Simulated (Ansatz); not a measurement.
# TlVSe3: the cost of one run

Method: DFT PBE, scalar-relativistic, plane waves, PAW, in Ansatz 0.2.0.

**1. The structure to begin with**

It takes space group Pm-3m (No. 221, cubic). Conventional cell: a = 5.006 Å, b = 5.006 Å, c = 5.006 Å, α = 90.00°, β = 90.00°, γ = 90.00°. V (site symmetry m-3m) has 6 Se at 2.50 Å as nearest neighbours. Tl (site symmetry m-3m) has 12 Se at 3.54 Å as nearest neighbours. Around Se (site symmetry 4/mmm) lie 2 V at 2.50 Å and 4 Tl at 3.54 Å.

Structure file:

```cif
data_structure
_symmetry_space_group_name_H-M 'P 1'
_symmetry_Int_Tables_number 1
_cell_length_a 5.0061
_cell_length_b 5.0061
_cell_length_c 5.0061
_cell_angle_alpha 90.000
_cell_angle_beta 90.000
_cell_angle_gamma 90.000
_cell_volume 125.46
loop_
_atom_site_label
_atom_site_type_symbol
_atom_site_fract_x
_atom_site_fract_y
_atom_site_fract_z
_atom_site_occupancy
V1 V 0.00000 0.00000 0.00000 1
Tl1 Tl 0.50000 0.50000 0.50000 1
Se1 Se 0.50000 0.00000 0.00000 1
Se2 Se 0.00000 0.50000 0.00000 1
Se3 Se 0.00000 0.00000 0.50000 1
```

Recipe of the guess: perovskite family, tilts a0a0a0 (Pm-3m, No. 221). Lengths come from tabulated atomic sizes and are only a guess.

**2. A first look at the guess**

Input file input.yaml:

```yaml
crystal:
  lattice:
    - [5.00613715, 0.0, 0.0]
    - [0.0, 5.00613715, 0.0]
    - [0.0, 0.0, 5.00613715]
  atoms:
    - { symbol: V, position: [0.0, 0.0, 0.0], spin: 2.0 }
    - { symbol: Tl, position: [0.5, 0.5, 0.5] }
    - { symbol: Se, position: [0.5, 0.0, 0.0] }
    - { symbol: Se, position: [0.0, 0.5, 0.0] }
    - { symbol: Se, position: [0.0, 0.0, 0.5] }
basis:
  ecutwfc: 420
kpoints:
  mp_grid: { grid: [4, 4, 4] }
hamiltonian:
  xc: pbe
scf:
  occupations: { method: gaussian, width: 0.1 }
  lower_state_search: "off"
output:
  forces: true
  stress: true
  eigenvalues: true
  populations: true
magnetization:
  spin_polarized: true
```

Launch:

```
> ansatz run input.yaml --threads 1 --pin off --max-ram 2048MiB --backend cpu --events-out ev --progress --plain --runs-dir out
```

Q: Estimate wall time and peak memory on 1 thread of Arm Neoverse V1, shared host.

About 19 s, with a peak of 0.44 GiB.
